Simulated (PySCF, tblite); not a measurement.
# C₆H₉BN₂: geometry, infrared bands and NMR shifts

What infrared bands and NMR shifts should C₆H₉BN₂ (`C#C[B@H-](C#N)[NH2+]CC=C`) show?

Computed with tblite 0.8.0 and PySCF 2.14.0, with density-fitted response routines of our own, on a single molecule in the gas phase. Atoms are numbered from 0 throughout.

## Step 1: The molecule as given

18 atoms, charge 0, multiplicity 1; geometry from: force field or distance geometry start.

Bonds of the start (Å): C0–C1 1.22, C1–B2 1.51, B2–C3 1.55, C3–N4 1.17, B2–N5 1.52, N5–C6 1.42, C6–C7 1.51, C7–C8 1.34, C0–H9 1.07, B2–H10 1.20, N5–H11 1.06, N5–H12 1.04, C6–H13 1.13, C6–H14 1.10, C7–H15 1.09, C8–H16 1.09, C8–H17 1.09.

## Step 2: Optimising the geometry with GFN2-xTB

What the job is given:

```
{"job": {"kind": "relax", "xc": "GFN2-xTB", "basis": "xTB"}, "charge": 0, "multiplicity": 1}
C      2.802700    -1.747700    -0.139900
C      2.243300    -0.702400    -0.428000
B      1.561400     0.598700    -0.793900
C      1.735200     1.585800     0.390600
N      1.866500     2.301400     1.311100
N      0.088200     0.405300    -1.115600
C     -0.623300    -0.478800    -0.254700
C     -1.823500     0.279900     0.254200
C     -3.018400    -0.241000    -0.038800
H      3.263700    -2.679700     0.122200
H      2.067700     1.102700    -1.755000
H     -0.352900     1.366700    -1.019100
H     -0.053100     0.164200    -2.122500
H     -0.979400    -1.399000    -0.802000
H     -0.052400    -0.799300     0.627700
H     -1.696600     1.192100     0.828800
H     -3.957700     0.222400     0.270800
H     -3.080100    -1.165000    -0.612100
```

On the command line:

```
OMP_NUM_THREADS=1 python probes_run.py task.json out
```

This one command runs all jobs of the session in turn.

**Question.** This job is followed by: GFN2-xTB harmonic vibrations, gas phase; GIAO PBE0/pcSseg-1 NMR shielding, non-relativistic, gas phase. Predict these results of the whole session: strongest single infrared mode (GFN2-xTB); zero-point energy (GFN2-xTB); 13C shifts against TMS (PBE0/pcSseg-1); 1H shifts against TMS (PBE0/pcSseg-1); 11B shifts against BF3·OEt2 (PBE0/pcSseg-1); 15N shifts against NH3 (PBE0/pcSseg-1); surface potential, 1st and 99th percentile.

**Answer**, as computed:

```
                                   quantity                                                     value
  strongest single infrared mode (GFN2-xTB)                                     2432 cm⁻¹, 208 km/mol
               zero-point energy (GFN2-xTB)                                             87.0 kcal/mol
     13C shifts against TMS (PBE0/pcSseg-1)                 141.4, 132.6, 129.6, 95.6, 95.1, 50.1 ppm
      1H shifts against TMS (PBE0/pcSseg-1)  6.04, 5.90, 5.77, 4.38, 4.19, 2.85, 2.81, 2.58, 1.81 ppm
11B shifts against BF3·OEt2 (PBE0/pcSseg-1)                                                 -28.7 ppm
     15N shifts against NH3 (PBE0/pcSseg-1)                                           336.4, 71.7 ppm
      surface potential, 1st and 99th percentile                                        -2.15 V and 2.68 V
```

What this shows: Relaxing lowered the energy by 0.660 eV in 144 steps; the close pair that moved most is B2–N5, from 1.520 to 1.652 Å. No mode is imaginary among the 48: a minimum at this level. The strongest single mode, at 2432 cm⁻¹, moves mainly H10. Unscaled tight-binding wavenumbers are off by several per cent, some by more. Its intensities can rank the bands wrongly. C7 (alkene CH) lies farthest downfield among carbon, at 141.4 ppm; the olefinic region. The most deshielded hydrogen is H15 (hydrogen on an alkene CH), at 6.04 ppm: olefinic region. At PBE0/pcSseg-1: Shielding is most anisotropic at N4 (span 534 ppm, paramagnetic term -408 ppm). At PBE0/pcSseg-1, counted by nearest atom on the grid, the HOMO lies on C0, C1 about 39 % each; H10 9 %, the LUMO on C7, C8 about 25 % each; H15, H16, H17 about 7 % each.
